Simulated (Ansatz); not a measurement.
# YNbGe (element-swapped structure): how the settings move a single-point run

Question: which choices in the input matter for YNbGe (element-swapped structure)?

Program: Ansatz 0.2.0. Level of theory: reference: DFT r2SCAN, plane waves, PAW, scalar-relativistic, no spin polarisation. These are calculated values, not measurements.

## 1. Starting point

It takes space group Cmcm (No. 63, orthorhombic). Conventional cell: a = 4.106 Å, b = 10.584 Å, c = 5.844 Å, α = 90.00°, β = 90.00°, γ = 90.00°. Y (site symmetry m2m) has 5 Ge at 2.98 to 3.13 Å and 4 Nb at 3.22 Å as nearest neighbours. Around Ge (site symmetry m2m) lie 4 Nb at 2.76 Å and 5 Y at 2.98 to 3.13 Å. Nb (site symmetry 2/m) is surrounded by 4 Ge at 2.76 Å and 2 Nb at 2.92 Å.

Structure file:

```xyz
6
Lattice="4.1064 0.0000 0.0000 2.0532 -5.2922 0.0000 0.0000 0.0000 -5.8444" Properties=species:S:1:pos:R:3 pbc="T T T"
Y     2.0532   -2.0121   -4.3833
Y     4.1064   -3.2801   -1.4611
Ge    4.1064   -4.1724   -4.3833
Ge    2.0532   -1.1198   -1.4611
Nb    0.0000    0.0000    0.0000
Nb    0.0000    0.0000   -2.9222
```

## 2. The reference run

The input, input.yaml:

```yaml
crystal:
  lattice:
    - [4.10643577, 0.0, 0.0]
    - [2.05321738, -5.29221667, 0.0]
    - [0.0, 0.0, -5.84435068]
  atoms:
    - { symbol: "Y", position: [0.3099, 0.3802, 0.75] }
    - { symbol: "Y", position: [0.6901, 0.6198, 0.25] }
    - { symbol: Ge, position: [0.6058, 0.7884, 0.75] }
    - { symbol: Ge, position: [0.3942, 0.2116, 0.25] }
    - { symbol: Nb, position: [0.0, 0.0, 0.0] }
    - { symbol: Nb, position: [0.0, 0.0, 0.5] }
  symmetry: { tolerance: 0.0003 }
kpoints:
  mp_grid: { grid: [5, 5, 3], shift: [0, 0, 0] }
magnetization:
  spin_polarized: false
scf:
  occupations: { method: fermi_dirac }
hamiltonian:
  pseudopotentials: { kind: paw }
  xc: r2scan
basis:
  ecutwfc: 500
output:
  forces: true
  stress: true
  eigenvalues: true
```

Run with:

```
> ansatz run input.yaml --threads 1 --pin off --max-ram 2560MiB --backend cpu --events-out ev --progress --plain --runs-dir out
```

Log (excerpt; [...] marks lines left out):

```text
Warning: crystal.lattice misses the space group found at crystal.symmetry.tolerance 3.0e-4 in a digit that the deck types, which is why this is a warning: making the lattice exact moves one of its numbers by a whole unit of that number's last typed decimal, or more. The operation that it [...]
Warning: RAYON_NUM_THREADS=1 ignored (pool sized by the plan → 1); use --threads N
[...]
Pseudopotentials: kind: paw
Pseudopotential: Y, paw, valence charge 11, recommended cutoff 500 eV (meta_gga), Y.paw.azcp
Pseudopotential: Ge, paw, valence charge 14, recommended cutoff 500 eV (meta_gga), Ge.paw.azcp
Pseudopotential: Nb, paw, valence charge 13, recommended cutoff 500 eV (meta_gga), Nb.paw.azcp
Functional definition: r2SCAN
[...]
Crystal: 6 atoms, lattice volume = 127.010 Å³
Basis set: ecut = 500 eV, 3225 PW (Γ), exchange–correlation on 120×180×180 points (64 copies of the dense FFT grid, shifted against one another)
Bands: 46, of which v1, the nominal top of the filled ones, is band 38 counted from 1 (37 counted from 0)
Symmetry: 8 space group operations
Space group: Cmcm (ITA 63), of the structure as read, at distance tolerance 1.5e-3 Å
k-points: 18 of 75
[...]
SCF iter   1: F=—  HF=-25455.652575 eV  |F-HF|=—  |Δ(HF+E_count)|=         —  Δρ=9.22e-3  dr2=1.56e-1  dr2_τ=3.87e-2  ethr=1.77e-3  ⟨swp⟩=5.8  Hψ=2814  notcnv=0
[...]
SCF iter   8: F=-25455.709935 eV  HF=-25455.709935 eV  |F-HF|=1.54e-8  |Δ(HF+E_count)|=   3.22e-7  Δρ=4.83e-6  dr2=7.05e-8  dr2_τ=2.41e-9  ethr=1.32e-10  ⟨swp⟩=6.9  Hψ=3314  notcnv=0
[...]
SCF converged after 8 iterations
Free energy (F): -25455.709935 eV
[...]
E sigma→0 (E₀):  -25455.617668 eV
Entropy (-TS):   -0.184534 eV (-30.756 meV/atom)
Fermi energy:    13.184373 eV
[...]
--- Forces (eV/Å), atoms counted from 1 ---
  atom   1  Y     -0.00000002    -0.40753944    -0.00000000
  atom   2  Y      0.00000002     0.40753944     0.00000000
  atom   3  Ge    -0.00000001    -0.20548364    -0.00000000
  atom   4  Ge     0.00000001     0.20548364     0.00000000
  atom   5  Nb     0.00000000     0.00000000     0.00000000
  atom   6  Nb     0.00000000    -0.00000000     0.00000000
[...]
--- Stress (GPa, compression-positive) ---
       -2.281694       0.000000      -0.000000
        0.000000       3.782560       0.000000
       -0.000000       0.000000      -1.816935
  P = ⅓ Tr σ = -0.1054 GPa (-1.054 kbar)
--- Band table (eV; the first three rows and the last of 18) ---
[...]
```

It took 10 s on 1 thread of Intel Xeon Platinum 8488C (Sapphire Rapids), shared host; peak memory 0.76 GiB.

## 3. Variant: mp_grid.grid [8, 8, 4], chi_scale 0.3, eigensolver.kind davidson, basis.precision f64

input.yaml: that of step 2 with these lines changed.

```diff
@@ -14,3 +14,3 @@
 kpoints:
-  mp_grid: { grid: [5, 5, 3], shift: [0, 0, 0] }
+  mp_grid: { grid: [8, 8, 4], shift: [0, 0, 0] }
 magnetization:
@@ -19,2 +19,4 @@
   occupations: { method: fermi_dirac }
+  initial_density: { chi_scale: 0.3 }
+  eigensolver: { kind: davidson }
 hamiltonian:
@@ -24,2 +26,3 @@
   ecutwfc: 500
+  precision: f64
 output:
@@ -28 +31,5 @@
   eigenvalues: true
+  write_density: true
+  write_potential: true
+  elf: true
+  volumetric_format: npy
```

Run with:

```
> ansatz run input.yaml --threads 1 --pin off --max-ram 2560MiB --backend cpu --events-out ev --progress --plain --runs-dir out
```

Log (excerpt; [...] marks lines left out):

```text
Warning: crystal.lattice misses the space group found at crystal.symmetry.tolerance 3.0e-4 in a digit that the deck types, which is why this is a warning: making the lattice exact moves one of its numbers by a whole unit of that number's last typed decimal, or more. The operation that it [...]
Warning: RAYON_NUM_THREADS=1 ignored (pool sized by the plan → 1); use --threads N
[...]
[... 5 set-up lines as earlier in the session ...]
[...]
Crystal: 6 atoms, lattice volume = 127.010 Å³
Basis set: ecut = 500 eV, 3225 PW (Γ), exchange–correlation on 120×180×180 points (64 copies of the dense FFT grid, shifted against one another)
Bands: 46, of which v1, the nominal top of the filled ones, is band 38 counted from 1 (37 counted from 0)
[... 1 set-up line as earlier in the session ...]
[...]
the search or the solves at the SCF's close seem to have found levels that the self-consistency loop had missed (the run counts 2). By its estimate they hold under 1e-12 electrons; where the run keeps them, the occupations were computed again with them
[...]
SCF converged after 10 iterations
Free energy (F): -25455.735276 eV
[...]
E sigma→0 (E₀):  -25455.643905 eV
Entropy (-TS):   -0.182741 eV (-30.457 meV/atom)
Fermi energy:    13.213739 eV
[...]
--- Forces (eV/Å), atoms counted from 1 ---
  atom   1  Y     -0.00000002    -0.33489741    -0.00000000
  atom   2  Y      0.00000002     0.33489741     0.00000000
  atom   3  Ge    -0.00000001    -0.24720399    -0.00000000
  atom   4  Ge     0.00000001     0.24720399     0.00000000
  atom   5  Nb     0.00000000     0.00000000     0.00000000
  atom   6  Nb     0.00000000    -0.00000000    -0.00000000
[...]
--- Stress (GPa, compression-positive) ---
       -2.637128       0.000000      -0.000000
        0.000000       3.147126       0.000000
       -0.000000       0.000000      -1.225696
  P = ⅓ Tr σ = -0.2386 GPa (-2.386 kbar)
--- Band table (eV; the first three rows and the last of 63) ---
[...]
```

Run time: 51 s. Hardware: 1 thread of Intel Xeon Platinum 8488C (Sapphire Rapids), shared host; peak memory 0.87 GiB.

Changing the k-point mesh, start, solver and arithmetic precision moves the energy by -4.2 meV/atom, and the largest force goes from 0.41 to 0.33 eV/Å. Sampling errors of the energy have no fixed sign. Of the settings changed, the mesh is the one that moves energies this far.

## 4. Variant: eigensolver.kind davidson

input.yaml: that of step 2 with these lines changed.

```diff
@@ -19,2 +19,3 @@
   occupations: { method: fermi_dirac }
+  eigensolver: { kind: davidson }
 hamiltonian:
```

Run with:

```
> ansatz run input.yaml --threads 1 --pin off --max-ram 2560MiB --backend cpu --events-out ev --progress --plain --runs-dir out
```

Log (excerpt; [...] marks lines left out):

```text
Warning: crystal.lattice misses the space group found at crystal.symmetry.tolerance 3.0e-4 in a digit that the deck types, which is why this is a warning: making the lattice exact moves one of its numbers by a whole unit of that number's last typed decimal, or more. The operation that it [...]
Warning: RAYON_NUM_THREADS=1 ignored (pool sized by the plan → 1); use --threads N
[...]
[... 5 set-up lines as earlier in the session ...]
[...]
Crystal: 6 atoms, lattice volume = 127.010 Å³
Basis set: ecut = 500 eV, 3225 PW (Γ), exchange–correlation on 120×180×180 points (64 copies of the dense FFT grid, shifted against one another)
Bands: 46, of which v1, the nominal top of the filled ones, is band 38 counted from 1 (37 counted from 0)
[... 1 set-up line as earlier in the session ...]
[...]
k-points: 18 of 75
[...]
SCF iter   1: F=—  HF=-25455.651948 eV  |F-HF|=—  |Δ(HF+E_count)|=         —  Δρ=9.24e-3  dr2=1.57e-1  dr2_τ=3.90e-2  ethr=1.77e-3  ⟨swp⟩=5.4  Hψ=3246  notcnv=0
[...]
SCF iter   8: F=-25455.709935 eV  HF=-25455.709935 eV  |F-HF|=1.40e-8  |Δ(HF+E_count)|=   6.97e-7  Δρ=6.41e-6  dr2=7.49e-8  dr2_τ=3.05e-9  ethr=2.65e-9  ⟨swp⟩=4.2  Hψ=1941  notcnv=0
[...]
SCF converged after 8 iterations
Free energy (F): -25455.709935 eV
[...]
E sigma→0 (E₀):  -25455.617667 eV
Entropy (-TS):   -0.184537 eV (-30.756 meV/atom)
Fermi energy:    13.184379 eV
[...]
--- Forces (eV/Å), atoms counted from 1 ---
  atom   1  Y     -0.00000002    -0.40753235    -0.00000000
  atom   2  Y      0.00000002     0.40753235     0.00000000
  atom   3  Ge    -0.00000001    -0.20544985    -0.00000000
  atom   4  Ge     0.00000001     0.20544985     0.00000000
  atom   5  Nb    -0.00000000     0.00000000     0.00000000
  atom   6  Nb    -0.00000000     0.00000000    -0.00000000
[...]
--- Stress (GPa, compression-positive) ---
       -2.281691       0.000000      -0.000000
        0.000000       3.782362       0.000000
       -0.000000       0.000000      -1.816719
  P = ⅓ Tr σ = -0.1053 GPa (-1.053 kbar)
--- Band table (eV; the first three rows and the last of 18) ---
[...]
```

Wall time 15 s (1 thread of Intel Xeon Platinum 8488C (Sapphire Rapids), shared host); peak memory 0.77 GiB.

Energy and cycle count are those of the reference, so the change (solver) left the result and the number of cycles as they were.

## 5. Changing settings: mp_grid.grid [2, 2, 2], accuracy medium

input.yaml: that of step 2 with these lines changed.

```diff
@@ -14,3 +14,3 @@
 kpoints:
-  mp_grid: { grid: [5, 5, 3], shift: [0, 0, 0] }
+  mp_grid: { grid: [2, 2, 2], shift: [0, 0, 0] }
 magnetization:
@@ -28 +28,2 @@
   eigenvalues: true
+accuracy: medium
```

Run with:

```
> ansatz run input.yaml --threads 1 --pin off --max-ram 2560MiB --backend cpu --events-out ev --progress --plain --runs-dir out
```

Log (excerpt; [...] marks lines left out):

```text
Warning: crystal.lattice misses the space group found at crystal.symmetry.tolerance 3.0e-4 in a digit that the deck types, which is why this is a warning: making the lattice exact moves one of its numbers by a whole unit of that number's last typed decimal, or more. The operation that it [...]
Warning: RAYON_NUM_THREADS=1 ignored (pool sized by the plan → 1); use --threads N
[...]
[... 5 set-up lines as earlier in the session ...]
[...]
Crystal: 6 atoms, lattice volume = 127.010 Å³
Basis set: ecut = 500 eV, 3225 PW (Γ), exchange–correlation on 120×180×180 points (64 copies of the dense FFT grid, shifted against one another)
Bands: 46, of which v1, the nominal top of the filled ones, is band 38 counted from 1 (37 counted from 0)
[... 1 set-up line as earlier in the session ...]
[...]
k-points: 6 of 8
[...]
SCF iter   1: F=—  HF=-25455.489078 eV  |F-HF|=—  |Δ(HF+E_count)|=         —  Δρ=1.22e-2  dr2=2.32e-1  dr2_τ=4.35e-2  ethr=1.77e-3  ⟨swp⟩=6.0  Hψ=940  notcnv=0
[...]
SCF iter   9: F=-25455.561031 eV  HF=-25455.561031 eV  |F-HF|=8.46e-9  |Δ(HF+E_count)|=   5.23e-8  Δρ=2.68e-6  dr2=2.40e-8  dr2_τ=8.05e-10  ethr=1.32e-10  ⟨swp⟩=5.0  Hψ=901  notcnv=0
[...]
SCF converged after 9 iterations
Free energy (F): -25455.561031 eV
[...]
E sigma→0 (E₀):  -25455.477418 eV
Entropy (-TS):   -0.167226 eV (-27.871 meV/atom)
Fermi energy:    13.180281 eV
[...]
--- Forces (eV/Å), atoms counted from 1 ---
  atom   1  Y     -0.00000001    -0.28055036    -0.00000000
  atom   2  Y      0.00000001     0.28055036     0.00000000
  atom   3  Ge    -0.00000000    -0.06473427    -0.00000000
  atom   4  Ge     0.00000000     0.06473427     0.00000000
  atom   5  Nb     0.00000000     0.00000000     0.00000000
  atom   6  Nb    -0.00000000     0.00000000    -0.00000000
[...]
--- Stress (GPa, compression-positive) ---
        0.297880       0.000000       0.000000
        0.000000       0.543191       0.000000
        0.000000       0.000000       0.124829
  P = ⅓ Tr σ = 0.3220 GPa (3.220 kbar)
--- Band table (eV; the first three rows and the last of 6) ---
[...]
```

It took 6.1 s on 1 thread of Intel Xeon Platinum 8488C (Sapphire Rapids), shared host; peak memory 0.71 GiB.

Changing the k-point mesh and accuracy level moves the energy by +24.8 meV/atom, and the pressure goes from -0.1 to 0.3 GPa and the largest force goes from 0.41 to 0.28 eV/Å. Cost: 9 SCF cycles against 8, 6.1 s against 10 s. These settings are too coarse to quote as the system's properties.

## 6. Changing settings: chi_scale 0.1

input.yaml: that of step 2 with these lines changed.

```diff
@@ -19,2 +19,3 @@
   occupations: { method: fermi_dirac }
+  initial_density: { chi_scale: 0.1 }
 hamiltonian:
```

Run with:

```
> ansatz run input.yaml --threads 1 --pin off --max-ram 2560MiB --backend cpu --events-out ev --progress --plain --runs-dir out
```

Log (excerpt; [...] marks lines left out):

```text
Warning: crystal.lattice misses the space group found at crystal.symmetry.tolerance 3.0e-4 in a digit that the deck types, which is why this is a warning: making the lattice exact moves one of its numbers by a whole unit of that number's last typed decimal, or more. The operation that it [...]
Warning: RAYON_NUM_THREADS=1 ignored (pool sized by the plan → 1); use --threads N
[...]
[... 5 set-up lines as earlier in the session ...]
[...]
Crystal: 6 atoms, lattice volume = 127.010 Å³
Basis set: ecut = 500 eV, 3225 PW (Γ), exchange–correlation on 120×180×180 points (64 copies of the dense FFT grid, shifted against one another)
Bands: 46, of which v1, the nominal top of the filled ones, is band 38 counted from 1 (37 counted from 0)
[... 1 set-up line as earlier in the session ...]
[...]
k-points: 18 of 75
[...]
SCF iter   1: F=—  HF=-25457.745435 eV  |F-HF|=—  |Δ(HF+E_count)|=         —  Δρ=6.98e-2  dr2=1.41e1  dr2_τ=4.38e-1  ethr=3.10e-3  ⟨swp⟩=5.4  Hψ=2722  notcnv=0
[...]
SCF iter  10: F=-25455.709935 eV  HF=-25455.709935 eV  |F-HF|=1.89e-9  |Δ(HF+E_count)|=   1.01e-7  Δρ=2.76e-6  dr2=1.16e-8  dr2_τ=4.90e-10  ethr=1.32e-10  ⟨swp⟩=6.5  Hψ=3075  notcnv=0
[...]
SCF converged after 10 iterations
Free energy (F): -25455.709935 eV
[...]
E sigma→0 (E₀):  -25455.617668 eV
Entropy (-TS):   -0.184534 eV (-30.756 meV/atom)
Fermi energy:    13.184396 eV
[...]
--- Forces (eV/Å), atoms counted from 1 ---
  atom   1  Y     -0.00000002    -0.40766050    -0.00000000
  atom   2  Y      0.00000002     0.40766050     0.00000000
  atom   3  Ge    -0.00000001    -0.20542696    -0.00000000
  atom   4  Ge     0.00000001     0.20542696     0.00000000
  atom   5  Nb    -0.00000000     0.00000000     0.00000000
  atom   6  Nb     0.00000000    -0.00000000     0.00000000
[...]
--- Stress (GPa, compression-positive) ---
       -2.281503       0.000000      -0.000000
        0.000000       3.782686       0.000000
       -0.000000       0.000000      -1.817112
  P = ⅓ Tr σ = -0.1053 GPa (-1.053 kbar)
--- Band table (eV; the first three rows and the last of 18) ---
[...]
```

It took 12 s on 1 thread of Intel Xeon Platinum 8488C (Sapphire Rapids), shared host; peak memory 0.75 GiB.

The changed start doesn't alter the result here (within 0.5 meV/atom). Cost: 10 SCF cycles against 8.

## 7. Side by side

| run | ending | energy change | pressure (GPa) | gap (eV) | force (eV/Å) | cycles | time |
| --- | --- | --- | --- | --- | --- | --- | --- |
| reference | converged | 0 | -0.1 | 0.00 | 0.41 | 8 | 10 s |
| 1: mp_grid.grid [8, 8, 4], chi_scale 0.3, eigensolver.kind davidson, basis.precision f64 | converged | -4.2 meV/atom | -0.2 | 0.00 | 0.33 | 10 | 51 s |
| 2: eigensolver.kind davidson | converged | 0.0 meV/atom | -0.1 | 0.00 | 0.41 | 8 | 15 s |
| 3: mp_grid.grid [2, 2, 2], accuracy medium | converged | +24.8 meV/atom | 0.3 | 0.00 | 0.28 | 9 | 6.1 s |
| 4: chi_scale 0.1 | converged | 0.0 meV/atom | -0.1 | 0.00 | 0.41 | 10 | 12 s |

Times don't compare one to one where runs were asked for different outputs or read a saved state (see the inputs); cycles may leave out searches for a lower state.

Residual by cycle in the longest SCF loop of each run; runs are numbered as in the table. The quantity is the density residual dr2, in eV.

| cycle | reference | run 1 | run 2 | run 3 | run 4 |
| --- | --- | --- | --- | --- | --- |
| 1 | 0.156 | 54.9 | 0.157 | 0.232 | 14.1 |
| 2 | 0.0366 | 5.5 | 0.0363 | 0.0601 | 0.944 |
| 3 | 0.0122 | 1.23 | 0.0132 | 0.0171 | 0.216 |
| 4 | 1.8e-4 | 0.0389 | 3.7e-4 | 5.2e-4 | 0.0114 |
| 5 | 5.3e-5 | 0.00891 | 6.0e-5 | 1.1e-4 | 0.00311 |
| 6 | 6.9e-6 | 0.00111 | 1.6e-5 | 1.1e-5 | 4.3e-4 |
| 7 | 4.0e-7 | 1.3e-4 | 2.0e-6 | 8.7e-7 | 5.7e-5 |
| 8 | 7.1e-8 | 6.0e-6 | 7.5e-8 | 1.9e-7 | 3.7e-6 |
| 9 | - | 4.7e-7 | - | 2.4e-8 | 1.4e-7 |
| 10 | - | 2.6e-8 | - | - | 1.2e-8 |

What this shows: Of the converged runs whose energies compare with the reference's, «mp_grid.grid [2, 2, 2], accuracy medium» moves the energy most (+24.8 meV/atom).

The reference has limits of its own: it is run without spin, though an odd electron count or open d shells could carry moments; its mesh is coarse for a cell with so small a gap or none; the structure is made up and not relaxed.
